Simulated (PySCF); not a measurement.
# CH7BO2Si2: electronic excitations

What electronic excitations should CH7BO2Si2 (`C[Si@@H]1OBO[SiH2]1`) show?

The runs use PySCF 2.14.0, with density-fitted response routines of our own; the level of theory stands in each step. All values are computed, except where a source is named. Atoms count from 0, in the outputs and in this text.

## Step 1: The molecule as given

13 atoms, charge 0, multiplicity 1; geometry from: GFN2-xTB.

Bonds of the start (Å): C0–Si1 1.90, Si1–O2 1.66, O2–B3 1.35, B3–O4 1.35, O4–Si5 1.66, Si5–Si1 2.32, C0–H6 1.09, C0–H7 1.08, C0–H8 1.09, Si1–H9 1.47, B3–H10 1.17, Si5–H11 1.47, Si5–H12 1.46.

## Step 2: Ultraviolet spectrum: B3LYP/def2-SVPD

The job: settings as JSON, then the geometry in Å.

```
{"job": {"kind": "uv", "xc": "B3LYP", "basis": "def2-SVPD", "nstates": 8, "ntriplets": 3}, "charge": 0, "multiplicity": 1}
C      2.102687     0.340773     0.394653
Si     0.570680    -0.139494    -0.621412
O     -0.418880     1.193601    -0.685077
B     -1.699169     1.117991    -0.273466
O     -2.155331    -0.055222     0.209557
Si    -1.163492    -1.376825     0.306913
H      1.883390     0.460567     1.452451
H      2.870354    -0.419537     0.297774
H      2.520481     1.278028     0.037592
H      0.917803    -0.350696    -2.036301
H     -2.403110     2.052263    -0.330779
H     -1.178240    -1.716706     1.733198
H     -1.851562    -2.384257    -0.502831
```

Method: TDDFT B3LYP/def2-SVPD, vertical, gas phase, core orbitals frozen in the response.

Command:

```sh
$ OMP_NUM_THREADS=1 python probes_run.py task.json out
```

This one command runs all jobs of the session in turn.

Log:

```text
coarse grid: 11936 points
cycle   1  E = -796.1574522949  dE =  7.657e-01  |g| = 1.021e+00  |ddm| = 5.521e+00
cycle   2  E = -795.6724020990  dE =  4.851e-01  |g| = 1.842e+00  |ddm| = 3.737e+00
cycle   3  E = -796.3587283431  dE = -6.863e-01  |g| = 1.204e-01  |ddm| = 2.689e+00
cycle   4  E = -796.3610274323  dE = -2.299e-03  |g| = 7.642e-02  |ddm| = 3.098e-01
cycle   5  E = -796.3625477923  dE = -1.520e-03  |g| = 9.009e-03  |ddm| = 9.230e-02
cycle   6  E = -796.3625694264  dE = -2.163e-05  |g| = 4.026e-03  |ddm| = 2.162e-02
cycle   7  E = -796.3625720426  dE = -2.616e-06  |g| = 1.592e-03  |ddm| = 6.271e-03
final grid: 106288 points
cycle   8  E = -796.4847843810  dE = -3.294e-05  |g| = 5.109e-03  |ddm| = 7.796e-02
cycle   9  E = -796.4847763498  dE =  8.031e-06  |g| = 8.036e-03  |ddm| = 1.553e-02
cycle  10  E = -796.4847903400  dE = -1.399e-05  |g| = 1.054e-03  |ddm| = 9.564e-03
cycle  11  E = -796.4847905678  dE = -2.278e-07  |g| = 1.739e-04  |ddm| = 1.427e-03
cycle  12  E = -796.4847905742  dE = -6.369e-09  |g| = 7.354e-05  |ddm| = 3.983e-04
cycle  13  E = -796.4847905754  dE = -1.240e-09  |g| = 2.552e-05  |ddm| = 1.377e-04
cycle  14  E = -796.4847905756  dE = -1.246e-10  |g| = 6.449e-06  |ddm| = 3.875e-05
converged SCF energy = -796.4847905756

Static polarisability (au): isotropic 81.870, principal 71.591 80.036 93.983

Singlet excitations
state   eV       nm        f      main configurations
  1   6.0283    205.7   0.04462   H->L 0.98
  2   6.5760    188.5   0.00089   H-1->L 0.99
  3   6.8045    182.2   0.05416   H->L+1 0.95
  4   7.1216    174.1   0.09208   H->L+2 0.77, H-1->L+1 0.15
  5   7.2424    171.2   0.00472   H->L+3 0.94
  6   7.3543    168.6   0.06031   H-1->L+1 0.49, H->L+4 0.40
  7   7.4269    166.9   0.04272   H-2->L 0.58, H->L+4 0.13, H-1->L+2 0.11
  8   7.5065    165.2   0.13728   H->L+4 0.38, H-2->L 0.22, H-1->L+1 0.21

Triplet excitations (Tamm-Dancoff, eV): 5.3866 5.9252 6.3644
```

It took 59 s on 1 thread of Arm Neoverse N1, shared host; peak memory 0.7 GiB.

Frontier orbitals and where they lie:

```
orbital     eV                        atoms
 HOMO−3  -9.40     O2 46 %, O4 38 %, B3 6 %
 HOMO−2  -9.34   O4 18 %, C0 15 %, Si5 14 %
 HOMO−1  -8.46    O2 24 %, O4 19 %, C0 12 %
   HOMO  -7.81  Si5 26 %, Si1 25 %, O4 13 %
   LUMO  -0.82  Si5 35 %, Si1 21 %, H11 7 %
 LUMO+1  -0.19  Si1 27 %, Si5 23 %, C0 10 %
 LUMO+2   0.13  Si5 26 %, Si1 21 %, C0 10 %
```

With each of the 8 states as a Gaussian band of 0.4 eV half-width at 1/e, the curve within the window shown has maxima at 205 nm (ε 1,900), 169 nm (ε 12,000) L/(mol cm). Beyond the last state computed it falls off for lack of states. The curve at chosen wavelengths:

nm, ε (L/mol/cm) and a bar:
```
      159       4779 ############
      162       8046 ####################
      165      10802 ###########################
      167      11831 ##############################
      170      11941 ##############################
      173      10728 ###########################
      176       8898 ######################
      178       7616 ###################
      181       5826 ##############
      184       4306 ##########
      187       3110 #######
      189       2513 ######
      192       1928 ####
      195       1686 ####
      198       1687 ####
      200       1755 ####
      203       1854 ####
      206       1863 ####
      209       1739 ####
      211       1590 ####
      214       1304 ###
      217        992 ##
      220        705 #
      222        542 #
      225        348 
      228        211
```

Leading natural transition orbitals of singlet state 8: the hole lies on Si1, Si5 about 24 % each; O4 15 %; H9, H12 about 8 % each; the particle on H9, H12 about 21 % each; H11 13 %; Si1, Si5 about 11 % each.

Leading natural transition orbitals of singlet state 1: the hole lies on Si1, Si5 about 25 % each; O4 11 %; H9, H11, H12 about 7 % each; the particle on Si5 22 %; H11, H12 about 15 % each; Si1 14 %.

Further results of this job:

```
           property  computed
  dipole moment (D)      2.68
polarisability (Å³)     12.13
 HOMO–LUMO gap (eV)      6.99
      −ε(HOMO) (eV)      7.81
```

Orbitals, density, ELF and potential are computed afterwards from the orbital file.

Frontier orbitals at B3LYP/def2-SVPD, with the share of their density that lies nearest to each atom:

```
orbital  energy (eV)                                       lies on
   HOMO        -7.81     Si1, Si5 about 25 % each; O4 11 %; O2 8 %
   LUMO        -0.82  Si5 23 %; Si1 15 %; H11, H12 about 14 % each
```

ELF in a plane through or near 7 of the atoms.

Ten even steps from '0' (0.00) to '9' (1.00):
```
0000000000000000000000000000
0000000000000000000000000000
0000000000000000001210000000
0000000000000000079996100000
0000000000001100199999600000
0000000000015652299999600000
0000068830016886338994100000
0000699992005888394220000000
0000699996423665258875310000
0000168836872231167388620000
0000257654883465368886410000
0001699975655896021542100000
0001799972114782584110000000
0000167620001444112431000000
0000001000000113454321000000
0000000000000000111100000000
0000000000000000000000000000
0000000000000000000000000000
0000000000000000000000000000
0000000000000000000000000000
```
The map spans 10.8 Å across and 9.9 Å up, centred on the molecule. Atoms in the plane (x, y in Å): C0 (-2.1, -0.1), B3 (1.5, 1.4), O4 (2.1, 0.2), Si5 (1.4, -1.2), H7 (-2.8, -0.9), H8 (-2.7, 0.8), H10 (2.1, 2.4).

On the surface of density 0.002 e/bohr³ the electrostatic potential runs, from the 1st to the 99th percentile, from -1.16 V near O4 to 1.60 V near Si5.

## Step 3: What came out

```
                                quantity                        value
        lowest singlet (B3LYP/def2-SVPD)  6.03 eV (206 nm), f = 0.045
brightest single state of those computed  state 8, 7.51 eV, f = 0.137
                          lowest triplet                      5.39 eV
   surface potential, 1st and 99th percentile           -1.16 V and 1.60 V
```

**Reading.** The lowest singlet, at 6.03 eV, is HOMO→LUMO 0.98 and is weak; of the 8 states computed, the strongest absorption comes from state 8 at 7.51 eV (the last computed, so partners may be missing). The lowest triplet lies 0.64 eV below the lowest singlet (triplets in Tamm-Dancoff, singlets in full TDDFT). By nearest atom (B3LYP/def2-SVPD), the HOMO sits on Si1, Si5 about 25 % each; O4 11 % and the LUMO on Si5 23 %; Si1 15 %.
